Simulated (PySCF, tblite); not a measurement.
# Si30H48: electronic excitations, NMR shifts

What do calculations give for the electronic excitations, NMR shifts of Si30H48?

Programs: tblite 0.8.0 and PySCF 2.14.0, with routines of our own; each step states its level. All values are computed. Atoms count from 0.

## 1. The system as given

78 atoms, charge 0, multiplicity 1; geometry from: force field, distance geometry or constructed start.

## 2. Geometry optimisation with GFN2-xTB

What the job is given:

```
{"job": {"kind": "relax", "xc": "GFN2-xTB", "basis": "xTB"}, "charge": 0, "multiplicity": 1}
Si     5.791100     1.111800    -0.376600
Si     3.854300     2.229700     0.368100
Si     1.933900     1.111300    -0.374000
Si     1.928000    -1.109200     0.368800
Si     3.856500    -2.228300    -0.371600
Si     5.782900    -1.114100     0.372400
Si    -9.643600     1.115300    -0.378300
Si   -11.569000     2.229800     0.376500
Si   -13.498400     1.111500    -0.375400
Si   -13.503900    -1.114400     0.376600
Si   -11.574500    -2.228300    -0.377100
Si    -9.646200    -1.115600     0.375000
Si    -1.932100     1.114300    -0.370000
Si    -3.855300     2.226500     0.372300
Si    -5.788400     1.118700    -0.374800
Si    -5.788100    -1.113000     0.381300
Si    -3.857100    -2.225200    -0.374100
Si    -1.929800    -1.117000     0.374000
Si    -0.000600     2.228900     0.377500
Si     0.002800    -2.226200    -0.372300
Si     9.641400     1.117400    -0.373500
Si     7.714000     2.228600     0.374800
Si     7.718300    -2.222500    -0.368400
Si     9.639500    -1.117900     0.373500
Si    13.501600     1.116200    -0.374100
Si    11.566300     2.226200     0.377500
Si    11.573100    -2.224800    -0.375700
Si    13.500500    -1.113000     0.376200
Si    -7.714300     2.227500     0.373000
Si    -7.713800    -2.226700    -0.371600
H      5.789800     1.114200    -1.816100
H      3.855600     2.228400     1.815200
H      3.856500     3.585900    -0.103900
H      1.930800     1.112300    -1.811300
H      1.929900    -1.111800     1.811700
H      3.858000    -2.224900    -1.817900
H      3.856700    -3.585700     0.097900
H      5.787100    -1.111100     1.812400
H     -9.642600     1.109700    -1.815100
H    -11.577200     2.230500     1.816200
H    -11.572500     3.583500    -0.098200
H    -13.495200     1.108000    -1.811300
H    -14.672900     1.793900     0.098400
H    -13.498500    -1.114100     1.813200
H    -14.681500    -1.791200    -0.099600
H    -11.574300    -2.225500    -1.818400
H    -11.570000    -3.585700     0.101400
H     -9.644000    -1.111000     1.817300
H     -1.927100     1.114000    -1.814800
H     -3.855600     2.227800     1.817000
H     -3.858400     3.578500    -0.098900
H     -5.779600     1.114900    -1.815300
H     -5.786600    -1.114000     1.815100
H     -3.860900    -2.228700    -1.818000
H     -3.856800    -3.586700     0.103500
H     -1.929200    -1.110600     1.815600
H      0.006600     2.221400     1.813100
H      0.002700     3.593400    -0.102700
H      0.000100    -2.227800    -1.811000
H     -0.000900    -3.583800     0.101000
H      9.639900     1.114500    -1.813500
H      7.718800     2.226800     1.813100
H      7.716600     3.586500    -0.101200
H      7.714700    -2.223600    -1.813900
H      7.720600    -3.582500     0.104000
H      9.638800    -1.111800     1.816300
H     13.503500     1.116700    -1.816200
H     14.680300     1.791200     0.107900
H     11.568400     2.221800     1.810000
H     11.569700     3.582400    -0.096100
H     11.571400    -2.231100    -1.811700
H     11.570600    -3.589500     0.104600
H     13.503000    -1.114900     1.819200
H     14.678200    -1.788000    -0.100500
H     -7.710200     2.227400     1.811300
H     -7.707600     3.584200    -0.102600
H     -7.717000    -2.227700    -1.814300
H     -7.714300    -3.583800     0.107400
```

Started as:

```bash
> OMP_NUM_THREADS=8 python large_run.py task.json out
```

The driver reads the jobs from task.json and runs them one after another.

The log of the run:

```text
step      E/eV     max force
  0   -2064.96825    1.442
  1   -2065.64050    0.672
  2   -2065.84536    0.157
  3   -2065.86668    0.171
  4   -2065.91967    0.203
  5   -2065.96614    0.267
  6   -2066.00090    0.191
  7   -2066.01611    0.148
  8   -2066.03001    0.132
  9   -2066.05023    0.169
 10   -2066.07217    0.235
 11   -2066.08621    0.189
 12   -2066.09207    0.099
 13   -2066.09505    0.063
 14   -2066.09783    0.069
 15   -2066.10161    0.122
 16   -2066.10663    0.166
 17   -2066.11339    0.182
 18   -2066.12245    0.168
 19   -2066.13411    0.150
 20   -2066.14732    0.169
 21   -2066.16026    0.217
 22   -2066.17347    0.203
 23   -2066.18639    0.156
 24   -2066.19925    0.207
 25   -2066.21253    0.201
 26   -2066.22584    0.217
 27   -2066.23778    0.204
 28   -2066.24709    0.124
 29   -2066.25289    0.095
 30   -2066.25615    0.083
 31   -2066.25879    0.079
 32   -2066.26166    0.088
 33   -2066.26499    0.106
 34   -2066.26852    0.119
 35   -2066.27206    0.117
 36   -2066.27596    0.099
 37   -2066.28054    0.102
 38   -2066.28510    0.099
 39   -2066.28870    0.087
 40   -2066.29136    0.076
 41   -2066.29368    0.091
 42   -2066.29632    0.111
 43   -2066.29956    0.102
 44   -2066.30319    0.115
 45   -2066.30671    0.106
 46   -2066.31007    0.084
 47   -2066.31319    0.109
 48   -2066.31616    0.095
 49   -2066.31894    0.079
 50   -2066.32144    0.081
 51   -2066.32353    0.071
 52   -2066.32517    0.071
 53   -2066.32645    0.060
 54   -2066.32755    0.052
 55   -2066.32866    0.066
 56   -2066.32986    0.074
 57   -2066.33103    0.068
 58   -2066.33194    0.044
 59   -2066.33255    0.036
 60   -2066.33304    0.030
 61   -2066.33355    0.038
 62   -2066.33411    0.041
 63   -2066.33461    0.035
 64   -2066.33501    0.030
 65   -2066.33531    0.024
 66   -2066.33556    0.022
 67   -2066.33577    0.015
```

It took 41 s on 8 threads of Intel Xeon 6975P-C, shared host; peak memory 0.15 GiB.

Relaxation path:

```
step  energy from step 0 (eV)  largest force (eV/Å)
   0                   0.0000                1.4423
   1                  -0.6723                0.6711
   2                  -0.8771                0.1563
   3                  -0.8984                0.1705
   4                  -0.9514                0.2024
   5                  -0.9979                0.2668
   6                  -1.0327                0.1909
   7                  -1.0479                0.1474
   8                  -1.0618                0.1326
  13                  -1.1268                0.0635
  18                  -1.1542                0.1678
  23                  -1.2181                0.1561
  28                  -1.2788                0.1231
  33                  -1.2967                0.1062
  38                  -1.3169                0.0984
  43                  -1.3313                0.1021
  48                  -1.3479                0.0948
  53                  -1.3582                0.0597
  58                  -1.3637                0.0435
  63                  -1.3664                0.0351
  64                  -1.3668                0.0301
  65                  -1.3671                0.0232
  66                  -1.3673                0.0217
  67                  -1.3675                0.0148
```

Close pairs (by a distance rule), those that changed most:

```
    bond  before (Å)  after (Å)  change (Å)
Si15–H52       1.434      1.488      +0.054
 Si6–H38       1.437      1.488      +0.051
 Si2–H33       1.437      1.488      +0.051
 Si0–H30       1.440      1.488      +0.049
 Si5–H37       1.440      1.488      +0.048
Si20–H60       1.440      1.488      +0.048
Si14–H51       1.441      1.488      +0.047
Si17–H55       1.442      1.488      +0.047
```

The end geometry stands in the next job.

## 3. Electronic excitations: TDA PBE0/6-31G*

What the job is given:

```
{"job": {"kind": "uv", "basis": "6-31G*", "grid": 1, "kgrid": 0, "vcut": 1.5, "nstates": 6, "ntriplets": 2, "tda": true, "delta": [], "pop": true, "xc": "PBE0"}, "charge": 0, "multiplicity": 1}
Si     6.009745     1.145920    -0.280541
Si     4.007016     2.188268     0.325640
Si     2.004054     1.145782    -0.279874
Si     2.003971    -1.146536     0.277519
Si     4.007587    -2.186635    -0.329725
Si     6.009697    -1.144850     0.277970
Si   -10.007181     1.146454    -0.280725
Si   -11.999199     2.211241     0.324468
Si   -13.928089     1.105503    -0.361771
Si   -13.927478    -1.104265     0.361033
Si   -11.998363    -2.210906    -0.324558
Si   -10.007291    -1.144447     0.282497
Si    -2.004439     1.146021    -0.277966
Si    -4.007370     2.187787     0.328935
Si    -6.009107     1.144814    -0.278884
Si    -6.009680    -1.144733     0.280762
Si    -4.007442    -2.187292    -0.326395
Si    -2.003054    -1.145850     0.279216
Si     0.000069     2.186886     0.330119
Si    -0.000343    -2.187138    -0.329560
Si    10.007895     1.145678    -0.280294
Si     8.010547     2.186047     0.336076
Si     8.011394    -2.185307    -0.335845
Si    10.007353    -1.144601     0.282821
Si    13.928461     1.104902    -0.357839
Si    11.999150     2.211515     0.326743
Si    11.999033    -2.210857    -0.322548
Si    13.928847    -1.104937     0.362499
Si    -8.009108     2.185668     0.335831
Si    -8.009696    -2.185916    -0.334364
H      6.026124     1.142474    -1.768536
H      4.017627     2.277236     1.797888
H      4.015155     3.600478    -0.095664
H      2.005898     1.142950    -1.768062
H      2.007843    -1.141938     1.765764
H      4.015837    -2.274638    -1.801918
H      4.014654    -3.599161     0.089933
H      6.024013    -1.141076     1.766011
H    -10.012141     1.133830    -1.768381
H    -12.009117     2.290719     1.795798
H    -11.997891     3.624326    -0.084112
H    -13.969808     1.120734    -1.834231
H    -15.162558     1.815376     0.005462
H    -13.969172    -1.119272     1.833613
H    -15.161708    -1.814963    -0.005729
H    -12.008741    -2.291646    -1.795991
H    -11.999039    -3.624104     0.084458
H    -10.013261    -1.133720     1.770316
H     -2.006355     1.142530    -1.765996
H     -4.015884     2.275978     1.801253
H     -4.013837     3.600418    -0.091008
H     -6.023599     1.141001    -1.766573
H     -6.024445    -1.140997     1.768537
H     -4.016890    -2.275731    -1.798892
H     -4.014882    -3.600160     0.093759
H     -2.006104    -1.143087     1.767333
H      0.001200     2.277612     1.802809
H     -0.000127     3.599390    -0.092717
H      0.000086    -2.277209    -1.801871
H      0.000796    -3.598856     0.094055
H     10.013808     1.134366    -1.767745
H      8.023407     2.260867     1.808658
H      8.022429     3.603052    -0.068482
H      8.027548    -2.260012    -1.808439
H      8.022404    -3.602403     0.068324
H     10.013965    -1.133997     1.770051
H     13.970693     1.120775    -1.830147
H     15.161918     1.816155     0.009486
H     12.009233     2.291470     1.798152
H     11.999241     3.624947    -0.081718
H     12.010690    -2.291106    -1.794029
H     11.999350    -3.624372     0.086160
H     13.970575    -1.120753     1.834883
H     15.162692    -1.815486    -0.005409
H     -8.024796     2.261762     1.808226
H     -8.022385     3.602151    -0.070084
H     -8.024574    -2.261790    -1.807013
H     -8.022298    -3.602808     0.071033
```

Level: TDA PBE0/6-31G*, vertical, gas phase, core orbitals frozen in the response, virtual orbitals cut by energy.

The log of the run:

```text
start: PBE on a coarse grid of 74974 points
cycle   1  E = -8709.3466551216  dE =  8.465e-01  |g| = 3.646e-01  |ddm| = 8.148e+00
cycle   2  E = -8709.3851975481  dE = -3.854e-02  |g| = 1.806e-01  |ddm| = 9.234e-01
cycle   3  E = -8709.3943209271  dE = -9.123e-03  |g| = 1.156e-01  |ddm| = 5.894e-01
cycle   4  E = -8709.4002123947  dE = -5.891e-03  |g| = 1.855e-02  |ddm| = 2.771e-01
cycle   5  E = -8709.4003498693  dE = -1.375e-04  |g| = 6.079e-03  |ddm| = 4.558e-02
final grid: 290048 points
cycle   6  E = -8709.6946174317  dE = -2.005e-02  |g| = 3.043e-02  |ddm| = 5.755e-01
cycle   7  E = -8709.6948633114  dE = -2.459e-04  |g| = 1.838e-02  |ddm| = 1.105e-01
cycle   8  E = -8709.6949983258  dE = -1.350e-04  |g| = 7.889e-03  |ddm| = 5.397e-02
cycle   9  E = -8709.6950271337  dE = -2.881e-05  |g| = 1.743e-03  |ddm| = 1.858e-02
cycle  10  E = -8709.6950250771  dE =  2.057e-06  |g| = 2.849e-04  |ddm| = 3.687e-03
cycle  11  E = -8709.6950225544  dE =  2.523e-06  |g| = 1.648e-04  |ddm| = 9.184e-04
cycle  12  E = -8709.6950247320  dE = -2.178e-06  |g| = 2.252e-05  |ddm| = 3.950e-04
converged SCF energy = -8709.6950247320

Static polarisability (au): isotropic 1024.110, principal 503.000 795.130 1774.200

Singlet excitations
state   eV       nm        f      main configurations
  1   4.0361    307.2   0.00000   H->L 0.93
  2   4.4950    275.8   0.00013   H-2->L 0.81, H-1->L 0.10
  3   4.4963    275.7   0.00079   H-1->L 0.65, H->L+2 0.16, H-2->L 0.12
  4   4.5929    269.9   0.00191   H-3->L 0.83
  5   4.6431    267.0   4.39509   H->L+1 0.92
  6   4.7393    261.6   0.00027   H-4->L 0.79, H-3->L+2 0.08

Triplet excitations (Tamm-Dancoff, eV): 3.8326 4.1688
```

Run time: 57 s. Hardware: 8 threads of Intel Xeon 6975P-C, shared host; peak memory 6 GiB.

The orbitals next to the gap, with their largest atomic shares:

```
orbital     eV                         atoms
 HOMO−4  -7.65   Si6 9 %, Si11 9 %, Si20 9 %
 HOMO−3  -7.54   Si15 8 %, Si14 8 %, Si5 7 %
 HOMO−2  -7.50    Si2 8 %, Si3 8 %, Si12 8 %
 HOMO−1  -7.44  Si29 5 %, Si21 5 %, Si22 5 %
   HOMO  -7.07   Si18 6 %, Si19 5 %, Si1 5 %
   LUMO  -2.28   Si3 6 %, Si17 6 %, Si12 6 %
 LUMO+1  -1.84  Si19 6 %, Si18 6 %, Si13 5 %
 LUMO+2  -1.59   Si20 5 %, Si6 5 %, Si11 5 %
 LUMO+3  -1.23   Si23 4 %, Si22 4 %, Si6 4 %
```

With each of the 6 states as a Gaussian band of 0.4 eV half-width at 1/e, the curve within the window shown has maxima at 267 nm (ε 180,000) L/(mol cm). Beyond the last state computed it falls off for lack of states. The curve at chosen wavelengths:

```tsv
nm	ε (L/mol/cm)
246	66751
251	103040
255	132170
260	161526
264	175012
269	176751
273	166848
278	144201
282	121627
287	92564
292	66329
296	48864
301	31922
305	22000
310	13333
314	8706
319	4966
324	2754
328	1687
333	896
337	533
342	274
346	159
351	79
355	45
360	22
```

Ground-state properties from the same run:

```
           property  computed
  dipole moment (D)      0.01
polarisability (Å³)    151.76
 HOMO–LUMO gap (eV)      4.78
      −ε(HOMO) (eV)      7.07
```

[end of part 1 of 2]
